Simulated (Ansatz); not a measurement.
# In3As in Ansatz: the effect of functional

In3As:

```
In As
1.0
     4.73316    0.00000    0.00000
     0.00000    4.73316    0.00000
     0.00000    0.00000    4.73316
In As
3 1
Direct
  0.50000 0.50000 0.00000
  0.50000 0.00000 0.50000
  0.00000 0.50000 0.50000
  0.00000 0.00000 0.00000
```

The cell comes from a database or a generator and needn't be the stable form of this composition.

The cell isn't the ideal one: volume scaled by 1.04.

Alike in all runs:

```yaml
Program: Ansatz 0.2.0
Task: single point
Potentials_or_basis: Ansatz PAW
k_mesh: 6 × 6 × 6
Occupations: fermi-dirac, width 0.05 eV
Spin: no spin polarisation
```

```csv
functional,cutoff,pressure (GPa)
LDA,420 eV (not typed: the program's choice for these potentials),?
r2SCAN,500 eV (not typed: the program's choice for these potentials),-2.3
PBE,420 eV (not typed: the program's choice for these potentials),-1.0
```

What does the run with functional LDA give?

Pressure -5.1 GPa.

Caveats: the PAW data sets come from PBE, with cores solved anew for the run's functional, which leaves a small shift of forces and pressure (some runs).
